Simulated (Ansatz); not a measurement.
**C₄H₃F₇: a ladder of functionals and wavefunction methods**

The task here is to estimate one member of a computed series from the others.

Computed with Ansatz 0.2.0, Gaussian basis. Level: functionals in def2-TZVPP, the program's frozen cores in correlated methods.

The runs, in order: LDA (SPW92), PBE-D4, revPBE-D4, BLYP-D4, r2SCAN-D4, B97M-V, PBE0-D4, B3LYP-D4, r2SCANh-D4, r2SCAN0-D4, HSE06-D4, BHLYP-D4, CAM-B3LYP-D4, LC-ωPBE, ωB97X-V, ωB97M-V, B2PLYP, PBE-QIDH; CCSD(T)/def2-SVP; CCSD(T)/def2-TZVPP; MP2/def2-QZVPP; extrapolation to the limit; RPA on PBE.

## The relaxed structure

The geometry comes from an earlier relaxation with PBE0-D4 in a triple-zeta def2 set; it is a stationary point, not always the lowest conformer.

SMILES `FCC(F)(F)C(F)(F)C(F)F`, 14 atoms, charge 0, spin multiplicity 1.

Atoms are counted from 1 here; the program's logs count them from 0.

Bond lengths: F1–C2 1.367 Å, C2–C3 1.517 Å, C2–H12 1.090 Å, C2–H13 1.092 Å, C3–F4 1.345 Å, C3–F5 1.356 Å, C3–C6 1.548 Å, C6–F7 1.346 Å, C6–F8 1.342 Å, C6–C9 1.536 Å, C9–F10 1.351 Å, C9–F11 1.341 Å, C9–H14 1.092 Å. Angles: F1–C2–C3 108.4°, F1–C2–H12 109.3°, F1–C2–H13 109.5°, C3–C2–H12 110.3°, C3–C2–H13 109.1°, H12–C2–H13 110.2°, C2–C3–F4 109.3°, C2–C3–F5 110.3°, C2–C3–C6 114.7°, F4–C3–F5 107.5°, F4–C3–C6 107.6°, F5–C3–C6 107.1°, C3–C6–F7 108.8°, C3–C6–F8 108.4°, C3–C6–C9 114.6°, F7–C6–F8 108.5°, F7–C6–C9 109.6°, F8–C6–C9 106.8° and more.

Set-up of the first run:

Contents of in.yaml:

```yaml
crystal:
  periodic: [false, false, false]
  atoms:
    - {symbol: F, position_ang: [-2.407701, 1.553980, -0.412947]}
    - {symbol: C, position_ang: [-1.435367, 0.636619, -0.697604]}
    - {symbol: C, position_ang: [-0.722860, 0.277519, 0.592624]}
    - {symbol: F, position_ang: [-1.616023, -0.206233, 1.473939]}
    - {symbol: F, position_ang: [-0.162742, 1.382517, 1.143667]}
    - {symbol: C, position_ang: [0.401798, -0.775682, 0.438837]}
    - {symbol: F, position_ang: [-0.050896, -1.785815, -0.327396]}
    - {symbol: F, position_ang: [0.696002, -1.261852, 1.655062]}
    - {symbol: C, position_ang: [1.711919, -0.230859, -0.149592]}
    - {symbol: F, position_ang: [1.480208, 0.277065, -1.379815]}
    - {symbol: F, position_ang: [2.579053, -1.246050, -0.270071]}
    - {symbol: H, position_ang: [-0.732009, 1.066038, -1.411675]}
    - {symbol: H, position_ang: [-1.894109, -0.261965, -1.114911]}
    - {symbol: H, position_ang: [2.139825, 0.545518, 0.488880]}
basis:
  gaussian: {orbitals: def2-TZVPP}
hamiltonian: {xc: lda}
output: {orbitals: {seedname: orbitals}}
```

On the command line:

```bash
$ ansatz run in.yaml --threads 4 --pin off --events-out ev --progress --plain --max-ram 66560MiB --backend cuda --devices 0, --max-vram 37GiB
```

Among the steps run: LDA; PBE-D4 (GGA); revPBE-D4 (GGA); BLYP-D4 (GGA); r2SCAN-D4 (meta-GGA); B97M-V (meta-GGA); B3LYP-D4 (hybrid); r2SCANh-D4 (hybrid); r2SCAN0-D4 (hybrid); HSE06-D4 (hybrid); BHLYP-D4 (hybrid); CAM-B3LYP-D4 (range-separated); LC-ωPBE (range-separated); ωB97X-V (range-separated); ωB97M-V (range-separated); B2PLYP (double hybrid); PBE-QIDH (double hybrid).

One of the session's tables, all rows but one given; the rest of the session is left out.

It belongs to the step «Orbital energies across the functionals». 

| functional | HOMO (eV) | LUMO (eV) | gap (eV) |
| --- | --- | --- | --- |
| LDA (SPW92) | -8.36 | -0.86 | 7.50 |
| PBE-D4 | -8.12 | -0.47 | 7.65 |
| revPBE-D4 | ? | ? | ? |
| BLYP-D4 | -8.12 | -0.37 | 7.75 |
| r2SCAN-D4 | -8.52 | -0.12 | 8.40 |
| B97M-V | -8.70 | -0.10 | 8.60 |
| PBE0-D4 | -9.93 | 0.68 | 10.60 |
| B3LYP-D4 | -9.74 | 0.36 | 10.10 |
| r2SCANh-D4 | -9.19 | 0.28 | 9.48 |
| r2SCAN0-D4 | -10.20 | 0.88 | 11.08 |
| HSE06-D4 | -9.51 | 0.29 | 9.81 |
| BHLYP-D4 | -11.76 | 1.79 | 13.55 |
| CAM-B3LYP-D4 | -11.52 | 1.75 | 13.27 |
| LC-ωPBE | -12.74 | 3.10 | 15.84 |
| ωB97X-V | -12.42 | 2.98 | 15.40 |
| ωB97M-V | -12.33 | 2.72 | 15.05 |

**Question.** Estimate the row for revPBE-D4.

The run gave: HOMO (eV): -8.02; LUMO (eV): -0.30; gap (eV): 7.71. In the column «HOMO (eV)» it is the highest.
